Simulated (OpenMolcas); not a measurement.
# Ta³⁺ among point charges: CASSCF and CASPT2 levels, g values and susceptibility

How does a field of 6 point charges split the states of Ta³⁺, and what g values and χT follow?

Program: OpenMolcas 26.06. Level of theory: state-averaged CASSCF and CASPT2, spin-orbit coupling by RASSI with atomic mean-field integrals. These are calculated values, not measurements, unless marked.

### 1 Starting point

```
Species                           : Ta³⁺ (tantalum, Z = 73, 70 electrons)
Basis                             : ANO-RCC-VTZP [8s7p5d3f2g1h], 104 functions
Scalar Hamiltonian                : DKH2, point nucleus
Inactive shells                   : 1s 2s 2p 3s 3p 3d 4s 4p 4d 4f 5s 5p
Active space                      : 2 electrons in 5 orbitals (5d)
Some configurations of this space : 5d²
Orbitals                          : optimised for each spin and parity, averaged over all roots
```

The outer shells:

5d2
```
5d [↑ ][↑ ][  ][  ][  ]
```

The ion sits among 6 point charges of -1.7 e arranged as an octahedron (Oh), 2.01 Å from the ion.

The work runs as a chain of OpenMolcas steps in one folder; each step below is one input file. The outputs are cut to the sections that carry results. Labels, J, g values, rates, χT and fits are worked out afterwards by a script from the matrices that RASSI stores. The input lists half of the charges; inversion (Group=XYZ) makes the rest.

### 2 Basis and integrals

Contents of a.inp:

```
&GATEWAY
Coord
1

Ta 0.0 0.0 0.0
Basis=ANO-RCC-VTZP
Group=XYZ
NoMove
AngMom=0.0 0.0 0.0
AMFI
XField
3 Angstrom 0
2.010000 0.000000 0.000000 -1.700000
0.000000 2.010000 0.000000 -1.700000
0.000000 0.000000 2.010000 -1.700000
&SEWARD
```

Launch:

```bash
$ OMP_NUM_THREADS=1 MOLCAS_MEM=1689 MOLCAS_PROJECT=a pymolcas a.inp > a.log
```

### 3 CASSCF: triplets of even parity, 10 roots

Contents of a.inp:

```
&RASSCF
FileOrb=start.orb
Symmetry=1
Spin=3
nActEl=2 0 0
Inactive=15 19
Ras2=5 0
CIRoot=10 10 1
SDav=10
CIMx=300
Iter=120 100
PrWF=0.3
OrbListing=Nothing
MaxOrb=0
>>> COPY $Project.JobIph JOB001
```

start.orb holds the contracted functions of the basis, ordered by shell, or the orbitals of the step before.

### 4 CASSCF: singlets of even parity, 15 roots

Contents of a.inp:

```
&RASSCF
FileOrb=start.orb
Symmetry=1
Spin=1
nActEl=2 0 0
Inactive=15 19
Ras2=5 0
CIRoot=15 15 1
SDav=15
CIMx=300
Iter=120 100
PrWF=0.3
OrbListing=Nothing
MaxOrb=0
>>> COPY $Project.JobIph JOB002
```

### 5 RASSI: spin-orbit coupling between the states

Contents of a.inp:

```
&RASSI
NrOfJobIphs=2 10 15
1 2 3 4 5 6 7 8 9 10
1 2 3 4 5 6 7 8 9 10 11 12 13 14 15
IphNames
JOB001
JOB002
EJob
SpinOrbit
DIPRint=1.0
SOCoupling=1000.0
Subsets=2
Property=9
'ANGMOM' 1 'ANGMOM' 2 'ANGMOM' 3 'MLTPL  1' 1 'MLTPL  1' 2 'MLTPL  1' 3
'AMFI' 1 'AMFI' 2 'AMFI' 3
SOProperty=3
'ANGMOM' 1 'ANGMOM' 2 'ANGMOM' 3
```

### 6 CASPT2: IPEA 0.25, imaginary shift 0.1 (closed shells correlated: 4f 5s 5p)

Contents of a.inp:

```
>>> COPY JOB001 $Project.JobIph
&CASPT2
Multistate=10 1 2 3 4 5 6 7 8 9 10
NoMult
Frozen=14 9
IPEA=0.25
Imaginary=0.1
MaxIter=60
WThr=0.0 0.3 0.05
PrWF=0.5
NoMix
>>> COPY JOB002 $Project.JobIph
&CASPT2
Multistate=15 1 2 3 4 5 6 7 8 9 10 11 12 13 14 15
NoMult
Frozen=14 9
IPEA=0.25
Imaginary=0.1
MaxIter=60
WThr=0.0 0.3 0.05
PrWF=0.5
NoMix
```

(Steps that only read results are left out.)

Before running it: what results should come out? Wanted: spin-free ground state; first state of the same spin; lowest level; next level.

The runs gave:

| quantity | value |
| --- | --- |
| method | SS-CASPT2, IPEA 0.25, imaginary shift 0.1 (closed shells correlated: 4f 5s 5p) |
| spin-free ground state | 3T1, 3-fold in its orbital part |
| first state of the same spin | 3T2 at 18000 cm⁻¹ |
| lowest level | 2-fold E, g = 0.00, 0.00, 0.00 |
| next level | 306.1 cm⁻¹ |
| χT at 300 K | 0.10 cm³ K/mol |
| effective moment at 300 K | 0.91 μB |

Cost by method:

```csv
method,time of its own steps,time with the reference
A. CASSCF,8.9 s,8.9 s
"B. SS-CASPT2, IPEA 0.25, imaginary shift 0.1, +4f 5s 5p",15 s,24 s
```

Times are of one thread on a shared host.

**Reading.** The spin-free ground state (3T1) comes to 90 % from free-ion F terms and keeps the highest spin of the shell. χT at 300 K is 0.10, against 1.00 cm³ K/mol for the spin alone, so orbital moment lowers it. A ligand-field fit to the states below 45000 cm-1 gives 10Dq = 19786 cm-1, B = 523 cm-1 and C = 1727 cm-1 (C/B = 3.30), with a deviation of 362 cm-1. CASPT2 does not keep the components of a term degenerate, and the means are used. Point charges give too small a field for d ions at true ligand charges. This is an electrostatic model: the charges have no orbitals.
